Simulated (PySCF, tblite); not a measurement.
**C5H15NOSi2: geometry, infrared bands and NMR shifts**

What infrared bands and NMR shifts should C5H15NOSi2 (`CC(C)O[Si@H]1CC[SiH2]N1`) show?

Computed with tblite 0.8.0 and PySCF 2.14.0, with density-fitted response routines of our own, on a single molecule in the gas phase. Atoms are numbered from 0 throughout.

**1. The starting structure**

24 atoms, charge 0, multiplicity 1; geometry from: force field or distance geometry start.

Bonds of the start (Å): C0–C1 1.51, C1–C2 1.53, C1–O3 1.38, O3–Si4 1.68, Si4–C5 1.88, C5–C6 1.52, C6–Si7 1.86, Si7–N8 1.79, N8–Si4 1.80, C0–H9 1.10, C0–H10 1.10, C0–H11 1.12, C1–H12 1.09, C2–H13 1.10, C2–H14 1.10, C2–H15 1.13, Si4–H16 1.47, C5–H17 1.10, C5–H18 1.12, C6–H19 1.10, C6–H20 1.09, Si7–H21 1.49, Si7–H22 1.46, N8–H23 1.04.

**2. Optimising the geometry with GFN2-xTB**

What the job is given:

```
{"job": {"kind": "relax", "xc": "GFN2-xTB", "basis": "xTB"}, "charge": 0, "multiplicity": 1}
C     -2.478900    -1.011700    -0.501700
C     -1.878700     0.375400    -0.401300
C     -2.867300     1.338800     0.247300
O     -0.824300     0.302100     0.487300
Si     0.656600     0.795600    -0.144200
C      2.014000     0.312300     1.058900
C      3.115700    -0.282200     0.193800
Si     2.093700    -1.430000    -0.862400
N      0.998200    -0.218100    -1.591800
H     -3.366800    -0.985800    -1.156000
H     -1.741400    -1.714900    -0.911400
H     -2.811900    -1.374600     0.501200
H     -1.593800     0.749800    -1.379700
H     -3.883600     1.068400    -0.073000
H     -2.699000     1.297700     1.330100
H     -2.599000     2.387700    -0.072900
H      0.696800     2.232700    -0.452900
H      2.349000     1.151600     1.678700
H      1.590400    -0.529600     1.668700
H      3.474100     0.525300    -0.465300
H      3.899400    -0.795500     0.757000
H      1.355100    -2.375600     0.020300
H      2.913800    -2.139600    -1.837400
H      1.576100     0.339900    -2.252300
```

Launch:

```
$ OMP_NUM_THREADS=1 python probes_run.py task.json out
```

The driver reads the jobs from task.json and runs them one after another.

**Question.** This job is followed by: GFN2-xTB harmonic vibrations, gas phase; GIAO PBE0/pcSseg-1 NMR shielding, non-relativistic, gas phase. What will the session give for the following? strongest single infrared mode (GFN2-xTB); zero-point energy (GFN2-xTB); 13C shifts against TMS (PBE0/pcSseg-1); 1H shifts against TMS (PBE0/pcSseg-1, means over atoms taken as alike); 17O shifts against H2O (PBE0/pcSseg-1); 29Si shifts against TMS (PBE0/pcSseg-1); 15N shifts against NH3 (PBE0/pcSseg-1).

The runs gave:

| quantity | value |
| --- | --- |
| strongest single infrared mode (GFN2-xTB) | 2193 cm⁻¹, 740 km/mol |
| zero-point energy (GFN2-xTB) | 121.1 kcal/mol |
| 13C shifts against TMS (PBE0/pcSseg-1) | 69.7, 28.2, 28.0, 10.1, 5.5 ppm |
| 1H shifts against TMS (PBE0/pcSseg-1, means over atoms taken as alike) | 5.33, 5.02, 4.90, 3.97, 1.29, 1.26, 1.09, 1.04, 0.86, 0.76, 0.34 ppm |
| 17O shifts against H2O (PBE0/pcSseg-1) | 96.5 ppm |
| 29Si shifts against TMS (PBE0/pcSseg-1) | -10.8, -26.9 ppm |
| 15N shifts against NH3 (PBE0/pcSseg-1) | 35.3 ppm |

The optimisation took 189 steps and gained 1.066 eV; among the close pairs (by a distance rule), O3–Si4 changed most, from 1.684 to 1.615 Å. All 66 modes are real, so the xTB geometry is a minimum. The strongest single mode, at 2193 cm⁻¹, moves mainly H21. GFN2-xTB is a fitted tight-binding method: band positions and strengths are rough. Its intensities can rank the bands wrongly.
